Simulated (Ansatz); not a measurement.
# TaH+ (doublet): wave-function methods side by side, def2-QZVPP

One table from this session's results is given with a row withheld; the runs are named, their logs left out.

Program: Ansatz 0.2.0, Gaussian basis. Level of theory: def2-QZVPP, core rule «outside noble gas», up to 4 orbitals frozen. These are calculated values, not measurements.

Plan: UHF; ROHF; CCSD(T) on UHF.

**What is computed**

The geometry is a PBE0/def2-TZVP stationary point (not a proven minimum). No spin-orbit coupling is included. Elements past krypton take def2 core potentials.

2 atoms, charge 1, spin multiplicity 2.

Atoms are counted from 1 here; the program's logs count them from 0.

Bond lengths: Ta1–H2 1.722 Å.

Set-up of the first run:

Contents of in.yaml:

```yaml
crystal:
  periodic: [false, false, false]
  atoms:
    - {symbol: Ta, position_ang: [0.000000, 0.000000, 0.000000]}
    - {symbol: H, position_ang: [0.000000, 0.000000, 1.722200]}
basis:
  gaussian: {orbitals: "def2-QZVPP.json"}
total_charge: 1
magnetization: {spin_polarized: true, initial_magnetization: 1}
hamiltonian: {xc: hf}
output: {orbitals: {seedname: orbitals}}
```

Command:

```bash
> ansatz run in.yaml --threads 1 --pin off --events-out ev --progress --plain --max-ram 4096MiB --backend cpu
```

Steps of the session up to this table: UHF; ROHF; CCSD(T) on UHF.

One of the session's tables, all rows but one given; the rest of the session is left out.

| method | from UCCSD(T) (meV) |
| --- | --- |
| ROHF | +3549.7 |
| UHF | +2529.3 |
| UMP2 | +649.3 |
| UCCSD | ? |
| UCCSD(T) | 0 |

**Question.** Estimate the row for UCCSD.

The run gave: from UCCSD(T) (meV): +129.3. In the column «from UCCSD(T) (meV)» it lies between UCCSD(T) (0) and UMP2 (+649.3).

The program flags UCCSD(T) as in doubt (see the logs), so the zero of the table is itself unsure.

Limits of these values: The determinant of HF (⟨S²⟩ 1.75) is far from a pure spin state, so its energy mixes those of several spin states; that is harmless only where they are near-degenerate. The determinant of CCSD(T) (⟨S²⟩ 1.75) is far from a pure spin state, so its energy mixes those of several spin states; high orders of coupled cluster remove much of that, low ones don't. The program flags UCCSD(T) as in doubt, so the zero of the table is itself unsure.
